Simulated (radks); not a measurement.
# Nuclear size and the levels of Ta

Aim: how the total energy, the levels and the density at the nucleus of Ta respond when the nuclear radius is scaled.

The numbers are computed with radks (a radial shooting solver on a logarithmic mesh, Libxc functionals) version 1 (Dirac Kohn-Sham, LDA (Slater exchange, Perdew-Wang correlation), spin-unpolarised, spherical densities, finite nucleus; open shells are shared between the two j in proportion to 2j + 1), except any that are marked as measured or tabulated.

### Step 1. The system

| Quantity | Value |
| --- | --- |
| element | tantalum (Z = 73) |
| charge | 0 |
| electrons | 73 |
| configuration | [Xe] 4f14 5d3 6s2 |
| nuclear rms radius | 5.3507 fm |

The outer shells:

Ta
```
[Xe] core
4f [↑↓][↑↓][↑↓][↑↓][↑↓][↑↓][↑↓]
5d [↑ ][↑ ][↑ ][  ][  ]
6s [↑↓]
```

### Step 2. rms radius 5.3507 fm

The run's settings:

```text
Z 73
configuration [Xe] 4f14 5d3 6s2 6p0 7s0
relativity Dirac
functional lda,pw
spin unpolarised
j_filling average
nucleus finite rms 5.3507 fm
c 137.035999084
```

### Step 3. rms radius 4.3769 fm

Input: that of step 2 with these lines changed.

```diff
@@ -6,3 +6,3 @@
 j_filling average
-nucleus finite rms 5.3507 fm
+nucleus finite rms 4.3769 fm
 c 137.035999084
```

### Step 4. rms radius 4.9654 fm

Input: that of step 3 with these lines changed.

```diff
@@ -6,3 +6,3 @@
 j_filling average
-nucleus finite rms 4.3769 fm
+nucleus finite rms 4.9654 fm
 c 137.035999084
```

### Step 5. rms radius 5.5487 fm

Input: that of step 4 with these lines changed.

```diff
@@ -6,3 +6,3 @@
 j_filling average
-nucleus finite rms 4.9654 fm
+nucleus finite rms 5.5487 fm
 c 137.035999084
```

### Step 6. rms radius 6.5225 fm

Input: that of step 5 with these lines changed.

```diff
@@ -6,3 +6,3 @@
 j_filling average
-nucleus finite rms 5.5487 fm
+nucleus finite rms 6.5225 fm
 c 137.035999084
```

**Question.** What will these runs give? Wanted: for each run, rms radius; total energy shift; density at nucleus; 1s1/2 shift; 2s1/2 shift; 5p1/2 shift; 6s1/2 shift; 6p1/2 shift.

The runs gave:

```tsv
rms radius (fm)	total energy shift (eV)	density at nucleus (e/bohr³)	1s1/2 shift (meV)	2s1/2 shift (meV)	5p1/2 shift (meV)	6s1/2 shift (meV)	6p1/2 shift (meV)
4.3769	-17.9	1.399e+06	-7251	-1012	0.600	-0.599	0.202
4.9654	-7.35	1.341e+06	-2985	-417	0.247	-0.247	0.0831
5.3507	0	1.307e+06	0	0	0	0	0
5.5487	3.92	1.291e+06	1591	222	-0.131	0.131	-0.0443
6.5225	24.5	1.223e+06	9966	1390	-0.822	0.823	-0.277
```

**Reading.** Shifts are against the first run. Over the range the 1s1/2 level moves by 17.2 eV and the 6p1/2 level by -0.479 meV. A larger nucleus binds the 1s electrons less and lowers the density at its centre. These are shifts of eigenvalues, not the field shifts of spectral lines.
